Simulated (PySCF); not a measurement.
**FeCl₂: relaxation and vibrations of the triplet**

Where does triplet FeCl₂ go from a linear start, is the end point a minimum, and what are its modes, charges and moments?

Method: PBE0, basis Fe def2-TZVP, Cl def2-TZVP, no relativity, density fitting; program: PySCF 2.14.0.

## Step 1: The system as given

3 atoms, charge 0, spin multiplicity 3.

Bond lengths: Fe1–Cl2 2.150 Å, Fe1–Cl3 2.150 Å. Angles: Cl2–Fe1–Cl3 180.0°.

```xyz
3
charge 0 multiplicity 3
Fe    0.0000    0.0000    0.0000
Cl    0.0000    0.0000    2.1500
Cl    0.0000    0.0000   -2.1500
```

## Step 2: Finding the electronic state

The steps below are one call of a driver around PySCF. For each, scf.py gives the equivalent set-up of the SCF; relaxations use the driver's own optimiser. After this first run the driver tries any further starts and a stability analysis.

Contents of scf.py:

```python
from pyscf import gto, scf, dft
mol = gto.M(atom='''
Fe     0.000000     0.000000     0.000000
Cl     0.000000     0.000000     2.150000
Cl     0.000000     0.000000    -2.150000''',
    basis={'Fe': 'def2-TZVP', 'Cl': 'def2-TZVP'},
    charge=0, spin=2)
mf = dft.UKS(mol, xc='PBE0')
mf.grids.atom_grid = (50, 194)
aux = {'Fe': 'def2-universal-JKFIT', 'Cl': 'def2-universal-JKFIT'}
mf = mf.density_fit(auxbasis=aux)
mf.conv_tol = 1e-08
mf.diis_space = 10
mf.max_cycle = 60
mf.init_guess = 'minao'
mf.verbose = 4
mf.kernel()
```

The run is started by

```sh
> OMP_NUM_THREADS=4 python axn.py task.json out
```

Further steps of the session: Relaxing the triplet from the linear start; Frequencies.

Q: Predict the outcome of this session. Wanted: minimum; geometry; wavenumbers; dipole moment; highest occupied, lowest empty level; polar-tensor charge of Fe1; zero-point energy; atomisation energy; ⟨S²⟩.

As calculated:

```
                                          quantity                                value
                                           minimum        broken-symmetry (Ms = 1), D∞h
                                          geometry  Fe–Cl 2.117 Å (×2); Cl–Fe–Cl 180.0°
                                wavenumbers (cm⁻¹)                     86, 86, 353, 501
                                     dipole moment                               0.00 D
highest occupied, lowest empty level (either spin)                      -8.76, -4.94 eV
                        polar-tensor charge of Fe1                              +1.27 e
                                 zero-point energy                           6.1 kJ/mol
                               entropy at 298.15 K                      288.3 J/(mol K)
         atomisation energy (no zero-point energy)                           680 kJ/mol
                                              ⟨S²⟩                                3.007
```

The linear start keeps its D∞h symmetry and ends in a minimum. The determinant is spin-contaminated (⟨S²⟩ = 3.01 against 2.00), so it is no pure spin state. The strongest infrared band lies at 501 cm⁻¹ (stretch). Fe1 has a polar-tensor charge of +1.3 e (a dipole derivative, not a static charge), yet symmetry cancels the bond dipoles. The first SCF alone would have been 76 kJ/mol too high. Other starts or spin states, not run here, may lie lower. The SCF density has lower symmetry than the nuclear frame. One determinant may miss the lowest occupation of an open d or f shell.
